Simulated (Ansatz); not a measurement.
# C2H6In (SMILES C[In]C): UMP2/def2-SVPD (core potential)

What is the vertical ionisation energy of C2H6In at UMP2/def2-SVPD (core potential)? 

The results are computed with Ansatz 0.2.0.

33 further runs of the same task are left out: 33 set aside as unsound or not needed.

## Step 1: The system as given

C2H6In has 9 atoms, charge 0, and is taken as a doublet. As SMILES, `C[In]C`. The shape is that of a PBE0-D4/def2-TZVP optimisation.

Bond lengths: C1–In2 2.198 Å, In2–C3 2.198 Å, C1–H4 1.093 Å, C1–H5 1.089 Å, C1–H6 1.093 Å, C3–H7 1.093 Å, C3–H8 1.089 Å, C3–H9 1.093 Å. Some angles: C1–In2–C3 117.7°, In2–C1–H4 108.5°, In2–C1–H5 112.1°, In2–C1–H6 108.5°, In2–C3–H7 108.5°, In2–C3–H8 112.1°, In2–C3–H9 108.5°, H4–C1–H5 109.5°, H4–C1–H6 108.7°, H5–C1–H6 109.5°.

## Step 2: The energy at UMP2/def2-SVPD (core potential)

in.yaml

```yaml
basis:
  gaussian: {orbitals: def2-SVPD}
crystal:
  periodic: [false, false, false]
  atoms:
    - {symbol: C, position_ang: [0.456290, 1.815870, 0.183390]}
    - {symbol: In, position_ang: [0.277560, 0.050300, -1.113490]}
    - {symbol: C, position_ang: [-0.450470, -1.814830, -0.206650]}
    - {symbol: H, position_ang: [-0.527030, 2.036110, 0.607180]}
    - {symbol: H, position_ang: [0.821920, 2.686500, -0.358540]}
    - {symbol: H, position_ang: [1.143860, 1.578810, 0.999510]}
    - {symbol: H, position_ang: [-1.445190, -1.633350, 0.208840]}
    - {symbol: H, position_ang: [-0.500920, -2.628420, -0.928380]}
    - {symbol: H, position_ang: [0.223960, -2.091000, 0.608130]}
magnetization: {spin_polarized: true, initial_magnetization: 1}
correlation: {method: mp2, frozen_orbitals: {C: 1, H: 0, In: 4}}
accuracy: high
```

Launch:

```
$ ansatz run in.yaml --threads 1 --pin off --max-ram 3480MiB --events-out events.jsonl --progress --plain --runs-dir runs
```

The log of the run:

```text
Warning: RAYON_NUM_THREADS=1 ignored (pool sized by the plan → 1); use --threads N
Functional definition: HF
  name "HF"
  exchange = exact_x
  correlation = 0
2623 factors; integrals over basis functions are off by at most 2.6e-9 eV
mean field evaluation 1: about -7298.4693 eV, gradient 2.3e1 eV
mean field evaluation 2: about -7298.5238 eV, gradient 2.3e1 eV
mean field evaluation 4: about -7301.8378 eV, gradient 2.3e0 eV
mean field evaluation 8: about -7301.9494 eV, gradient 2.7e-1 eV
mean field -7301.95285906 eV, -268.3418181290 hartree, gradient 7.8e-8 eV, S^2 0.760424; 0 other end points of the search recorded, 0 dependent functions left out
6 core orbitals not correlated: weight in the atoms' cores, before any rotation towards them, 1.000 or more for the frozen orbitals, at most 0.000 for the correlated occupied ones
reference -7301.95285906 eV, -268.3418181290 hartree; 14, 13 occupied and 100, 101 virtual orbitals, 2623 factors
second order -10.68049311 eV of doubles, -0.00000000 eV of singles
Total energy: -7312.63335216 eV, -268.7343190111 hartree
```

It took 9.3 s on 1 thread of Arm Neoverse V1, shared host; peak memory 0.46 GiB.

## Step 3: The singlet cation at the same level

molecule.yaml

```yaml
crystal:
  periodic: [false, false, false]
  atoms:
    - {symbol: C, position_ang: [0.456290, 1.815870, 0.183390]}
    - {symbol: In, position_ang: [0.277560, 0.050300, -1.113490]}
    - {symbol: C, position_ang: [-0.450470, -1.814830, -0.206650]}
    - {symbol: H, position_ang: [-0.527030, 2.036110, 0.607180]}
    - {symbol: H, position_ang: [0.821920, 2.686500, -0.358540]}
    - {symbol: H, position_ang: [1.143860, 1.578810, 0.999510]}
    - {symbol: H, position_ang: [-1.445190, -1.633350, 0.208840]}
    - {symbol: H, position_ang: [-0.500920, -2.628420, -0.928380]}
    - {symbol: H, position_ang: [0.223960, -2.091000, 0.608130]}
basis:
  gaussian: {orbitals: def2-SVPD}
total_charge: 1
correlation: {method: mp2, frozen_orbitals: {C: 1, H: 0, In: 4}}
accuracy: high
```

Launch:

```
$ ansatz run molecule.yaml --threads 1 --pin off --max-ram 3480MiB --events-out events.jsonl --progress --plain --runs-dir runs
```

The log of the run:

```text
Warning: RAYON_NUM_THREADS=1 ignored (pool sized by the plan → 1); use --threads N
[... 4 set-up lines as earlier in the session ...]
2622 factors; integrals over basis functions are off by at most 2.6e-9 eV
mean field evaluation 1: about -7289.8831 eV, gradient 4.4e1 eV
mean field evaluation 2: about -7289.9377 eV, gradient 4.4e1 eV
mean field evaluation 4: about -7295.4150 eV, gradient 2.6e0 eV
mean field evaluation 8: about -7295.4598 eV, gradient 1.3e-1 eV
mean field -7295.45988839 eV, -268.1032058582 hartree, gradient 1.6e-8 eV, S^2 0.000000; 0 other end points of the search recorded, 0 dependent functions left out; unrestricted orbitals would lower it
mean field evaluation 16: about -7295.4335 eV, gradient 2.5e0 eV
6 core orbitals not correlated: weight in the atoms' cores, before any rotation towards them, 1.000 or more for the frozen orbitals, at most 0.000 for the correlated occupied ones
reference -7295.45988839 eV, -268.1032058582 hartree; 13, 13 occupied and 101, 101 virtual orbitals, 2622 factors
second order -10.49032656 eV of doubles, -0.00000000 eV of singles
Total energy: -7305.95021496 eV, -268.4887182487 hartree
```

Run time: 8.1 s. Hardware: 1 thread of Arm Neoverse V1, shared host; peak memory 0.4 GiB.

## Step 4: Summary of results

Level: UMP2/def2-SVPD (core potential), 6 core orbitals frozen.

```
                                                   quantity          value
                               doublet C2H6In: total energy  -268.73432 Eh
doublet C2H6In: correlation energy (6 core orbitals frozen)     -392.5 mEh
          doublet C2H6In: ⟨S²⟩ of the reference determinant          0.760
                               singlet cation: total energy  -268.48872 Eh
singlet cation: correlation energy (6 core orbitals frozen)     -385.5 mEh
         vertical ionisation energy (to the singlet cation)       6.683 eV
```

Removing an electron at fixed nuclei costs 6.68 eV (645 kJ/mol). Only the singlet of the ionised species was computed; a triplet could lie lower. The restricted solution (singlet cation) is unstable to spin breaking: an unrestricted one lies lower.
